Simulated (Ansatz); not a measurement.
# C2H12Si3: the cost of one run

Program: Ansatz 0.2.0. Level of theory: the levels named in each step. These are calculated values, not measurements.

## (1) The structure to begin with

Bond lengths (14 of 16 bonds, heavy atoms first): Si1–C2 1.897 Å, C2–Si3 1.899 Å, Si3–C4 1.900 Å, C4–Si5 1.897 Å, Si1–H6 1.466 Å, Si1–H7 1.466 Å, Si1–H8 1.468 Å, C2–H9 1.090 Å, C2–H10 1.090 Å, Si3–H11 1.472 Å, Si3–H12 1.472 Å, C4–H13 1.090 Å, C4–H14 1.090 Å, Si5–H15 1.468 Å. Angles (14 of 30 angles, heavy atoms first): Si1–C2–Si3 115.9°, C2–Si3–C4 110.7°, Si3–C4–Si5 115.9°, Si1–C2–H9 108.7°, Si1–C2–H10 108.7°, Si3–C2–H9 108.8°, Si3–C2–H10 108.3°, C2–Si1–H6 109.9°, C2–Si1–H7 110.6°, C2–Si1–H8 109.7°, C2–Si3–H11 109.5°, C2–Si3–H12 109.5°, C4–Si3–H11 109.6°, C4–Si3–H12 109.5°.

As a file:

```xyz
17

Si   -2.1747    0.5118    0.8648
C    -1.2321    0.6792   -0.7732
Si   -0.0901   -0.7698   -1.2253
C     1.1863   -1.0714    0.1487
Si    2.2824    0.4094    0.6019
H    -2.9965   -0.7019    0.8459
H    -1.2407    0.4472    1.9924
H    -3.0517    1.6735    1.0518
H    -0.6426    1.5958   -0.7459
H    -1.9540    0.8102   -1.5795
H    -0.8950   -1.9853   -1.4257
H     0.6079   -0.4717   -2.4866
H     1.8267   -1.8996   -0.1552
H     0.6645   -1.4082    1.0447
H     3.2488    0.0123    1.6325
H     3.0159    0.8681   -0.5814
H     1.4696    1.5108    1.1254
```

## (2) A rough first relaxation, PBE-D4/def2-SVP

This run stands in another session on the same molecule. It ended at:

```xyz
17

Si   -2.1716    0.5189    0.8512
C    -1.2278    0.6871   -0.7817
Si   -0.0895   -0.7651   -1.2181
C     1.1816   -1.0822    0.1526
Si    2.2784    0.3943    0.6029
H    -3.0082   -0.7335    0.8457
H    -1.2158    0.4371    2.0123
H    -3.0811    1.6978    1.0759
H    -0.6281    1.6226   -0.7475
H    -1.9663    0.8105   -1.6033
H    -0.9264   -2.0016   -1.4299
H     0.6373   -0.4705   -2.5062
H     1.8364   -1.9219   -0.1664
H     0.6517   -1.4203    1.0696
H     3.2821    0.0215    1.6616
H     3.0254    0.8808   -0.6110
H     1.4463    1.5347    1.1275
```

## (3) Relaxation, PBE0-D4/def2-TZVP

This run stands in another session on the same molecule. It ended at:

```xyz
17

Si   -2.1675    0.4968    0.8328
C    -1.2091    0.6940   -0.7612
Si   -0.0871   -0.7448   -1.1859
C     1.1656   -1.0656    0.1696
Si    2.2709    0.3877    0.5755
H    -2.9885   -0.7436    0.7887
H    -1.2393    0.3937    1.9915
H    -3.0730    1.6536    1.0676
H    -0.6150    1.6125   -0.7032
H    -1.9230    0.8272   -1.5814
H    -0.9232   -1.9595   -1.4007
H     0.6401   -0.4624   -2.4556
H     1.7968   -1.9067   -0.1374
H     0.6427   -1.3753    1.0809
H     3.2702    0.0338    1.6193
H     2.9993    0.8353   -0.6425
H     1.4646    1.5336    1.0771
```

## (4) Turn 0°, PBE0-D4/def2-TZVP

Input file input.yaml:

```yaml
crystal:
  periodic: [false, false, false]
  atoms:
    - { symbol: Si, position_ang: [-2.1674065, 0.49683245, 0.83288744] }
    - { symbol: C, position_ang: [-1.20906076, 0.69394689, -0.76116425] }
    - { symbol: Si, position_ang: [-0.08708202, -0.74481031, -1.18598167] }
    - { symbol: C, position_ang: [1.16560057, -1.06554229, 0.16946953] }
    - { symbol: Si, position_ang: [2.27077444, 0.38770641, 0.57560143] }
    - { symbol: H, position_ang: [-2.98843216, -0.74354107, 0.78896529] }
    - { symbol: H, position_ang: [-1.23908464, 0.3936992, 1.99148393] }
    - { symbol: H, position_ang: [-3.072943, 1.65360367, 1.06766528] }
    - { symbol: H, position_ang: [-0.61504116, 1.61240576, -0.70326975] }
    - { symbol: H, position_ang: [-1.92301047, 0.82720873, -1.58135843] }
    - { symbol: H, position_ang: [-0.92317214, -1.9595545, -1.40073967] }
    - { symbol: H, position_ang: [0.64001206, -0.46237415, -2.45575873] }
    - { symbol: H, position_ang: [1.79678864, -1.90673424, -0.13744841] }
    - { symbol: H, position_ang: [0.64266823, -1.37528824, 1.0807195] }
    - { symbol: H, position_ang: [3.26993384, 0.03384767, 1.61948981] }
    - { symbol: H, position_ang: [2.99952727, 0.83532539, -0.6422221] }
    - { symbol: H, position_ang: [1.46433782, 1.53360862, 1.07693083] }
basis:
  gaussian: { orbitals: def2-TZVP }
hamiltonian:
  xc: pbe0
  dispersion: d4
output:
  forces: true
```

Launch:

```console
> ansatz run input.yaml --threads 8 --pin off --max-ram 22528MiB --backend cpu --events-out ev --progress --plain --runs-dir out
```

Q: Estimate wall time and peak memory on 8 threads of AMD EPYC 9R45 (Zen 5), shared host.

About 1.1 s, with a peak of 0.85 GiB.
